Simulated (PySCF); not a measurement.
# FO2Se: the cost of one run

Programs: PySCF 2.14.0. All values are calculated, for the isolated system unless a continuum is named. Atoms count from 0, parts from 1.

## Step 1: The system as given

4 atoms, charge -1, multiplicity 1; geometry: GFN2-xTB. Parts: 1 = atoms 0–2, `O=[Se]=O`, charge 0; 2 = atom 3, `[F-]`, charge -1.

## Step 2: Optimising the geometry at PBE0-D3(BJ)/def2-TZVPD

The job: settings as JSON, then the geometry in Å.

```
{"job": {"xc": "PBE0", "basis": "def2-TZVPD", "d3": "d3bj", "grid": 3, "kind": "geom", "shake": 0.01}, "charge": -1, "multiplicity": 1, "parts": [{"atoms": "0-2", "charge": 0, "multiplicity": 1}, {"atoms": "3-3", "charge": -1, "multiplicity": 1}]}
O     -1.178283    -0.183825    -0.347001
Se     0.328984    -0.607940    -0.275709
O      1.176918     0.662946     0.167502
F      0.823922    -0.690642    -2.208754
```

Run with:

```console
$ OMP_NUM_THREADS=1 python cluster_run.py task.json out
```

This one command runs all jobs of the session in turn.

**Question.** How long does this first job take on 1 thread of Arm Neoverse N1, shared host, and how much memory does it need?

About 92 s, with a peak of 0.65 GiB.
